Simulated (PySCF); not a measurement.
# C3H9Bi: NMR shieldings

What do calculations give for the NMR shieldings of C3H9Bi (`[CH3][Bi]([CH3])[CH3]`)?

Programs: PySCF 2.14.0, with routines of our own; each step states its level. All values are computed. Atoms count from 0.

### Step 1. The system as given

13 atoms, charge 0, multiplicity 1; geometry from: GFN2-xTB.

### Step 2. NMR shieldings: PBE0/pcJ-1 Bi:dyall-v2z, spin–orbit

The job: settings as JSON, then the geometry in Å.

```
{"job": {"xc": "PBE0", "basis": {"default": "pcJ-1", "Bi": "dyall-v2z"}, "rel": "so", "kind": "hnmr"}, "charge": 0, "multiplicity": 1}
Bi     0.011590     0.007420     1.313090
C      1.882080    -0.001830     0.030580
H      2.528280     0.822020     0.303050
H      1.599180     0.098870    -1.006710
H      2.418080    -0.932760     0.161740
C     -0.939830     1.630190     0.046910
H     -0.800850     1.386140    -0.996130
H     -0.476770     2.586200     0.253500
H     -1.999210     1.694290     0.258920
C     -0.941070    -1.627290     0.062560
H     -2.014010    -1.617480     0.199320
H     -0.553850    -2.595630     0.351510
H     -0.713620    -1.450130    -0.978350
```

With the program's defaults for keys left out, this is: PBE0/pcJ-1 Bi:dyall-v2z GIAO NMR shielding, X2C with spin-orbit coupling, screened-nuclear two-electron part, Gaussian nuclei, gas phase.

Started as:

```console
$ OMP_NUM_THREADS=1 python heavy_run.py task.json out
```

The driver reads the jobs from task.json and runs them one after another.

The program printed:

```text
spin-free SCF
coarse grid: 46544 points
cycle   1  E = -21654.7882142351  dE = -1.174e+00  |g| = 2.034e+00  |ddm| = 2.872e+00
cycle   2  E = -21654.7140376965  dE =  7.418e-02  |g| = 7.763e-01  |ddm| = 1.101e+00
cycle   3  E = -21654.7034063607  dE =  1.063e-02  |g| = 8.630e-01  |ddm| = 1.359e+00
cycle   4  E = -21654.8582274358  dE = -1.548e-01  |g| = 5.209e-02  |ddm| = 7.053e-01
cycle   5  E = -21654.8587304609  dE = -5.030e-04  |g| = 1.946e-02  |ddm| = 4.813e-02
cycle   6  E = -21654.8587465861  dE = -1.613e-05  |g| = 4.454e-03  |ddm| = 6.830e-03
cycle   7  E = -21654.8587477633  dE = -1.177e-06  |g| = 6.771e-04  |ddm| = 3.451e-03
final grid: 97168 points
cycle   8  E = -21654.8528559760  dE = -3.334e-04  |g| = 7.624e-02  |ddm| = 2.172e-03
cycle   9  E = -21654.8528558094  dE =  1.667e-07  |g| = 1.277e-03  |ddm| = 1.926e-03
cycle  10  E = -21654.8528554203  dE =  3.891e-07  |g| = 1.817e-03  |ddm| = 2.689e-03
cycle  11  E = -21654.8528561350  dE = -7.147e-07  |g| = 1.430e-04  |ddm| = 1.622e-03
cycle  12  E = -21654.8528561363  dE = -1.248e-09  |g| = 1.083e-05  |ddm| = 7.278e-05
converged SCF energy = -21654.8528561363
two-component SCF
cycle   1  E = -21640.0365411641  dE = -2.164e+04  |FDS-SDF| = 6.639e+02
cycle   2  E = -21681.8855257191  dE = -4.185e+01  |FDS-SDF| = 2.200e+00
cycle   3  E = -21681.8929969151  dE = -7.471e-03  |FDS-SDF| = 1.815e-01
cycle   4  E = -21681.8931541438  dE = -1.572e-04  |FDS-SDF| = 1.487e-01
cycle   5  E = -21681.8935799716  dE = -4.258e-04  |FDS-SDF| = 1.667e-02
cycle   6  E = -21681.8935999692  dE = -2.000e-05  |FDS-SDF| = 3.458e-03
cycle   7  E = -21681.8936032094  dE = -3.240e-06  |FDS-SDF| = 1.347e-03
cycle   8  E = -21681.8936040905  dE = -8.811e-07  |FDS-SDF| = 5.003e-04
cycle   9  E = -21681.8936041615  dE = -7.103e-08  |FDS-SDF| = 7.857e-05
cycle  10  E = -21681.8936041646  dE = -3.056e-09  |FDS-SDF| = 1.912e-05
converged, E = -21681.8936041646

Field gradients (au) and densities at the nuclei (bohr^-3)
atom        Vxx        Vyy        Vzz        centre      nuclear mean
  0 Bi     3.4232     3.4383    -6.8614    2978343.448    2704925.269
  1 C     -0.0351    -0.0482     0.0833        125.768        125.766
  2 H     -0.1604    -0.1645     0.3249          0.478          0.478
  3 H     -0.1614    -0.1667     0.3282          0.479          0.479
  4 H     -0.1602    -0.1642     0.3244          0.478          0.478
  5 C     -0.0347    -0.0478     0.0825        125.768        125.766
  6 H     -0.1611    -0.1664     0.3275          0.479          0.479
  7 H     -0.1602    -0.1643     0.3245          0.478          0.478
  8 H     -0.1601    -0.1642     0.3243          0.478          0.478
  9 C     -0.0349    -0.0478     0.0826        125.768        125.765
 10 H     -0.1606    -0.1647     0.3254          0.478          0.478
 11 H     -0.1601    -0.1643     0.3245          0.478          0.478
 12 H     -0.1611    -0.1666     0.3277          0.479          0.479
without picture change
  0 Bi                          -8.7659                   7916148.405

Core orbital energies (eV)
atom   shell        mean    spread
  0 Bi 1s       -90445.206   0.000
  0 Bi 2s       -16285.307   0.000
  0 Bi 3s        -3949.400   0.000
  0 Bi 4s         -915.860   0.000
  0 Bi 5s         -162.372   0.000
  0 Bi 6s          -17.029   0.000
  0 Bi 2p1/2    -15642.983   0.000
  0 Bi 2p3/2    -13330.879   0.006
  0 Bi 3p1/2     -3659.157   0.000
  0 Bi 3p3/2     -3138.920   0.016
  0 Bi 4p1/2      -789.221   0.000
  0 Bi 4p3/2      -660.434   0.033
  0 Bi 5p1/2      -117.927   0.000
  0 Bi 5p3/2       -93.105   0.078
  0 Bi 3d3/2     -2664.256   0.015
  0 Bi 3d5/2     -2553.982   0.020
  0 Bi 4d3/2      -454.261   0.035
  0 Bi 4d5/2      -429.913   0.046
  0 Bi 5d3/2       -30.407   0.103
  0 Bi 5d5/2       -27.307   0.164
  0 Bi 4f5/2      -160.533   0.047
  0 Bi 4f7/2      -155.035   0.053

Shielding tensors (ppm)
atom      isotropic    diamagn.    paramagn.     s11        s22        s33       span
  0 Bi    10709.26     8956.15     1753.11   10323.30   10327.86   11476.61    1153.31
  1 C       192.37      250.97      -58.59     165.30     186.99     224.84      59.54
  2 H        30.92       30.62        0.30      24.33      26.84      41.58      17.25
  3 H        30.00       31.33       -1.33      22.73      27.21      40.06      17.34
  4 H        30.87       30.68        0.19      24.29      26.86      41.46      17.17
  5 C       192.70      251.03      -58.33     165.38     186.33     226.39      61.02
  6 H        29.95       31.34       -1.39      22.69      27.13      40.03      17.35
  7 H        30.88       30.64        0.24      24.37      26.79      41.49      17.12
  8 H        30.94       30.68        0.26      24.39      26.81      41.61      17.21
  9 C       193.26      251.02      -57.76     165.51     186.44     227.84      62.33
 10 H        30.94       30.73        0.21      24.29      26.95      41.57      17.28
 11 H        30.95       30.63        0.31      24.34      26.88      41.62      17.28
 12 H        29.94       31.34       -1.41      22.57      27.20      40.04      17.46
```

Run time: 7.9 min. Hardware: 1 thread of Intel Xeon Platinum 8488C, shared host; peak memory 2.2 GiB.

Key values:

| quantity | value |
| --- | --- |
| energy from spin-orbit coupling | -27.0407 Eh |

### Step 3. NMR shieldings: PBE0/pcJ-1 Bi:dyall-v2z, spin–orbit

Settings changed since step 2:

```diff
@@ -1,2 +1,2 @@
-{"job": {"xc": "PBE0", "basis": {"default": "pcJ-1", "Bi": "dyall-v2z"}, "rel": "so", "kind": "hnmr"}, "charge": 0, "multiplicity": 1}
+{"job": {"xc": "PBE0", "basis": {"default": "pcJ-1", "Bi": "dyall-v2z"}, "rel": "so", "snso": false, "kind": "hnmr"}, "charge": 0, "multiplicity": 1}
 Bi     0.011590     0.007420     1.313090
```

With the program's defaults for keys left out, this is: PBE0/pcJ-1 Bi:dyall-v2z GIAO NMR shielding, X2C with spin-orbit coupling, one-electron part alone, Gaussian nuclei, gas phase.

The program printed:

```text
spin-free SCF
coarse grid: 46544 points
cycle   1  E = -21654.7882142351  dE = -1.174e+00  |g| = 2.034e+00  |ddm| = 2.872e+00
cycle   2  E = -21654.7140376965  dE =  7.418e-02  |g| = 7.763e-01  |ddm| = 1.101e+00
cycle   3  E = -21654.7034063607  dE =  1.063e-02  |g| = 8.630e-01  |ddm| = 1.359e+00
cycle   4  E = -21654.8582274358  dE = -1.548e-01  |g| = 5.209e-02  |ddm| = 7.053e-01
cycle   5  E = -21654.8587304609  dE = -5.030e-04  |g| = 1.946e-02  |ddm| = 4.813e-02
cycle   6  E = -21654.8587465861  dE = -1.613e-05  |g| = 4.454e-03  |ddm| = 6.830e-03
cycle   7  E = -21654.8587477633  dE = -1.177e-06  |g| = 6.771e-04  |ddm| = 3.451e-03
final grid: 97168 points
cycle   8  E = -21654.8528559760  dE = -3.334e-04  |g| = 7.624e-02  |ddm| = 2.172e-03
cycle   9  E = -21654.8528558094  dE =  1.667e-07  |g| = 1.277e-03  |ddm| = 1.926e-03
cycle  10  E = -21654.8528554203  dE =  3.891e-07  |g| = 1.817e-03  |ddm| = 2.689e-03
cycle  11  E = -21654.8528561350  dE = -7.147e-07  |g| = 1.430e-04  |ddm| = 1.622e-03
cycle  12  E = -21654.8528561363  dE = -1.248e-09  |g| = 1.083e-05  |ddm| = 7.278e-05
converged SCF energy = -21654.8528561363
two-component SCF
cycle   1  E = -21639.2445055038  dE = -2.164e+04  |FDS-SDF| = 6.798e+02
cycle   2  E = -21683.4209581273  dE = -4.418e+01  |FDS-SDF| = 2.276e+00
cycle   3  E = -21683.4290504578  dE = -8.092e-03  |FDS-SDF| = 1.940e-01
cycle   4  E = -21683.4292178325  dE = -1.674e-04  |FDS-SDF| = 1.582e-01
cycle   5  E = -21683.4296969371  dE = -4.791e-04  |FDS-SDF| = 1.770e-02
cycle   6  E = -21683.4297188054  dE = -2.187e-05  |FDS-SDF| = 3.657e-03
cycle   7  E = -21683.4297223347  dE = -3.529e-06  |FDS-SDF| = 1.387e-03
cycle   8  E = -21683.4297232778  dE = -9.431e-07  |FDS-SDF| = 5.276e-04
cycle   9  E = -21683.4297233587  dE = -8.086e-08  |FDS-SDF| = 8.340e-05
cycle  10  E = -21683.4297233623  dE = -3.576e-09  |FDS-SDF| = 2.031e-05
converged, E = -21683.4297233623

Field gradients (au) and densities at the nuclei (bohr^-3)
atom        Vxx        Vyy        Vzz        centre      nuclear mean
  0 Bi     3.4257     3.4407    -6.8664    2979631.685    2706139.040
  1 C     -0.0353    -0.0484     0.0837        125.769        125.766
  2 H     -0.1604    -0.1645     0.3249          0.478          0.478
  3 H     -0.1614    -0.1667     0.3282          0.479          0.479
  4 H     -0.1602    -0.1642     0.3244          0.478          0.478
  5 C     -0.0349    -0.0480     0.0829        125.768        125.766
  6 H     -0.1611    -0.1664     0.3275          0.479          0.479
  7 H     -0.1602    -0.1643     0.3245          0.478          0.478
  8 H     -0.1601    -0.1642     0.3243          0.478          0.478
  9 C     -0.0351    -0.0479     0.0830        125.768        125.766
 10 H     -0.1606    -0.1647     0.3254          0.478          0.478
 11 H     -0.1601    -0.1643     0.3245          0.478          0.478
 12 H     -0.1611    -0.1666     0.3277          0.479          0.479
without picture change
  0 Bi                          -8.7754                   7916075.522

Core orbital energies (eV)
atom   shell        mean    spread
  0 Bi 1s       -90443.578   0.000
  0 Bi 2s       -16284.836   0.000
  0 Bi 3s        -3949.251   0.000
  0 Bi 4s         -915.818   0.000
  0 Bi 5s         -162.359   0.000
  0 Bi 6s          -17.025   0.000
  0 Bi 2p1/2    -15688.913   0.000
  0 Bi 2p3/2    -13314.666   0.006
  0 Bi 3p1/2     -3669.319   0.000
  0 Bi 3p3/2     -3135.199   0.016
  0 Bi 4p1/2      -791.749   0.000
  0 Bi 4p3/2      -659.514   0.033
  0 Bi 5p1/2      -118.420   0.000
  0 Bi 5p3/2       -92.924   0.078
  0 Bi 3d3/2     -2673.548   0.015
  0 Bi 3d5/2     -2548.021   0.020
  0 Bi 4d3/2      -456.315   0.035
  0 Bi 4d5/2      -428.605   0.046
  0 Bi 5d3/2       -30.668   0.102
  0 Bi 5d5/2       -27.139   0.165
  0 Bi 4f5/2      -162.143   0.047
  0 Bi 4f7/2      -153.839   0.053

Shielding tensors (ppm)
atom      isotropic    diamagn.    paramagn.     s11        s22        s33       span
  0 Bi    10672.40     8959.76     1712.64   10264.27   10268.87   11484.05    1219.77
  1 C       192.05      250.96      -58.92     163.41     186.73     226.00      62.59
  2 H        30.91       30.61        0.30      24.31      26.84      41.58      17.27
  3 H        29.95       31.33       -1.38      22.64      27.16      40.05      17.40
  4 H        30.87       30.67        0.19      24.28      26.85      41.47      17.19
  5 C       192.38      251.03      -58.65     163.51     186.07     227.55      64.05
  6 H        29.90       31.34       -1.45      22.60      27.07      40.02      17.42
  7 H        30.88       30.64        0.24      24.36      26.78      41.50      17.13
  8 H        30.93       30.67        0.26      24.39      26.80      41.61      17.23
  9 C       192.94      251.02      -58.08     163.64     186.17     229.01      65.36
 10 H        30.93       30.73        0.20      24.28      26.94      41.57      17.29
 11 H        30.95       30.63        0.31      24.33      26.88      41.63      17.30
 12 H        29.88       31.34       -1.46      22.49      27.14      40.02      17.54
```

Wall time 8.6 min (1 thread of Intel Xeon Platinum 8488C, shared host); peak memory 2.2 GiB.

Key values:

| quantity | value |
| --- | --- |
| energy from spin-orbit coupling | -28.5769 Eh |

### Step 4. NMR shieldings: PBE0/pcJ-1 Bi:dyall-v2z, spin-free

Settings changed since step 3:

```diff
@@ -1,2 +1,2 @@
-{"job": {"xc": "PBE0", "basis": {"default": "pcJ-1", "Bi": "dyall-v2z"}, "rel": "so", "snso": false, "kind": "hnmr"}, "charge": 0, "multiplicity": 1}
+{"job": {"xc": "PBE0", "basis": {"default": "pcJ-1", "Bi": "dyall-v2z"}, "rel": "sf", "kind": "hnmr"}, "charge": 0, "multiplicity": 1}
 Bi     0.011590     0.007420     1.313090
```

Level: PBE0/pcJ-1 Bi:dyall-v2z GIAO NMR shielding, spin-free X2C, Gaussian nuclei, gas phase.

The program printed:

```text
spin-free SCF
coarse grid: 46544 points
cycle   1  E = -21654.7882142351  dE = -1.174e+00  |g| = 2.034e+00  |ddm| = 2.872e+00
cycle   2  E = -21654.7140376965  dE =  7.418e-02  |g| = 7.763e-01  |ddm| = 1.101e+00
cycle   3  E = -21654.7034063607  dE =  1.063e-02  |g| = 8.630e-01  |ddm| = 1.359e+00
cycle   4  E = -21654.8582274358  dE = -1.548e-01  |g| = 5.209e-02  |ddm| = 7.053e-01
cycle   5  E = -21654.8587304609  dE = -5.030e-04  |g| = 1.946e-02  |ddm| = 4.813e-02
cycle   6  E = -21654.8587465861  dE = -1.613e-05  |g| = 4.454e-03  |ddm| = 6.830e-03
cycle   7  E = -21654.8587477633  dE = -1.177e-06  |g| = 6.771e-04  |ddm| = 3.451e-03
final grid: 97168 points
cycle   8  E = -21654.8528559760  dE = -3.334e-04  |g| = 7.624e-02  |ddm| = 2.172e-03
cycle   9  E = -21654.8528558094  dE =  1.667e-07  |g| = 1.277e-03  |ddm| = 1.926e-03
cycle  10  E = -21654.8528554203  dE =  3.891e-07  |g| = 1.817e-03  |ddm| = 2.689e-03
cycle  11  E = -21654.8528561350  dE = -7.147e-07  |g| = 1.430e-04  |ddm| = 1.622e-03
cycle  12  E = -21654.8528561363  dE = -1.248e-09  |g| = 1.083e-05  |ddm| = 7.278e-05
converged SCF energy = -21654.8528561363
check of the scalar solution
cycle   1  E = -21654.8528561365  dE = -2.165e+04  |FDS-SDF| = 1.083e-05
cycle   2  E = -21654.8528561365  dE =  2.547e-11  |FDS-SDF| = 8.641e-06
converged, E = -21654.8528561365

Field gradients (au) and densities at the nuclei (bohr^-3)
atom        Vxx        Vyy        Vzz        centre      nuclear mean
  0 Bi     3.2989     3.3145    -6.6134    2950972.404    2679227.019
  1 C     -0.0317    -0.0454     0.0771        125.764        125.762
  2 H     -0.1604    -0.1646     0.3250          0.478          0.478
  3 H     -0.1614    -0.1669     0.3283          0.479          0.479
  4 H     -0.1602    -0.1643     0.3245          0.478          0.478
  5 C     -0.0313    -0.0449     0.0762        125.764        125.762
  6 H     -0.1610    -0.1666     0.3276          0.479          0.479
  7 H     -0.1602    -0.1644     0.3246          0.478          0.478
  8 H     -0.1601    -0.1643     0.3244          0.478          0.478
  9 C     -0.0315    -0.0449     0.0764        125.763        125.761
 10 H     -0.1606    -0.1648     0.3255          0.478          0.478
 11 H     -0.1601    -0.1644     0.3246          0.478          0.478
 12 H     -0.1610    -0.1667     0.3278          0.479          0.479
without picture change
  0 Bi                          -8.5163                   7917579.631

Core orbital energies (eV)
atom   shell        mean    spread
  0 Bi 1s       -90472.854   0.000
  0 Bi 2s       -16292.237   0.000
  0 Bi 3s        -3951.616   0.000
  0 Bi 4s         -916.624   0.000
  0 Bi 5s         -162.655   0.000
  0 Bi 6s          -17.110   0.000
  0 Bi 2p       -14013.813   0.009
  0 Bi 3p        -3294.432   0.023
  0 Bi 4p         -698.994   0.048
  0 Bi 5p         -100.579   0.112
  0 Bi 3d        -2598.839   0.022
  0 Bi 4d         -439.948   0.051
  0 Bi 5d          -28.695   0.213
  0 Bi 4f         -157.752   0.056

Shielding tensors (ppm)
atom      isotropic    diamagn.    paramagn.     s11        s22        s33       span
  0 Bi     5486.52    10479.40    -4992.88    5372.69    5539.99    5546.88     174.19
  1 C       179.93      252.14      -72.21     168.48     173.61     197.71      29.23
  2 H        31.34       30.55        0.79      25.12      27.49      41.42      16.30
  3 H        31.64       31.31        0.32      25.54      29.18      40.18      14.65
  4 H        31.36       30.63        0.73      25.17      27.66      41.25      16.08
  5 C       180.21      252.20      -71.99     169.63     173.50     197.52      27.89
  6 H        31.59       31.32        0.27      25.49      29.14      40.15      14.66
  7 H        31.34       30.59        0.75      25.15      27.55      41.30      16.15
  8 H        31.40       30.62        0.78      25.18      27.59      41.42      16.24
  9 C       180.75      252.20      -71.44     171.54     173.01     197.71      26.17
 10 H        31.42       30.68        0.75      25.17      27.74      41.35      16.18
 11 H        31.37       30.57        0.80      25.15      27.51      41.47      16.32
 12 H        31.57       31.32        0.25      25.41      29.16      40.14      14.73
```

Wall time 2.1 min (1 thread of Intel Xeon Platinum 8488C, shared host); peak memory 1.8 GiB.

### Step 5. Shieldings side by side

| run | Bi0 | C9 | C5 | C1 | H6 | H12 | H3 | time |
| --- | --- | --- | --- | --- | --- | --- | --- | --- |
| step 2, PBE0/pcJ-1 Bi:dyall-v2z, spin–orbit | 10709.3 | 193.3 | 192.7 | 192.4 | 30.0 | 29.9 | 30.0 | 7.9 min |
| step 3, PBE0/pcJ-1 Bi:dyall-v2z, spin–orbit (one-electron part alone) | 10672.4 | 192.9 | 192.4 | 192.0 | 29.9 | 29.9 | 29.9 | 8.6 min |
| step 4, PBE0/pcJ-1 Bi:dyall-v2z, spin-free | 5486.5 | 180.8 | 180.2 | 179.9 | 31.6 | 31.6 | 31.6 | 2.1 min |

### Step 6. Summary of results

| quantity | value |
| --- | --- |
| energy from spin-orbit coupling (step 2, PBE0/pcJ-1 Bi:dyall-v2z, spin–orbit) | -27.0407 Eh |
| shieldings (step 2, PBE0/pcJ-1 Bi:dyall-v2z, spin–orbit) | Bi0 10709.3, C1 192.4, C5 192.7, C9 193.3 ppm |
| energy from spin-orbit coupling (step 3, PBE0/pcJ-1 Bi:dyall-v2z, spin–orbit (one-electron part alone)) | -28.5769 Eh |
| shieldings (step 3, PBE0/pcJ-1 Bi:dyall-v2z, spin–orbit (one-electron part alone)) | Bi0 10672.4, C1 192.0, C5 192.4, C9 192.9 ppm |
| shieldings (step 4, PBE0/pcJ-1 Bi:dyall-v2z, spin-free) | Bi0 5486.5, C1 179.9, C5 180.2, C9 180.8 ppm |

What this shows: In step 2, Bi0 has the widest tensor, 1153 ppm. Bi0 moves most between the runs, by 5223 ppm; the labels say what changes from run to run. The geometry comes from tight binding, which is rough for metal atoms, and these values hang on it.
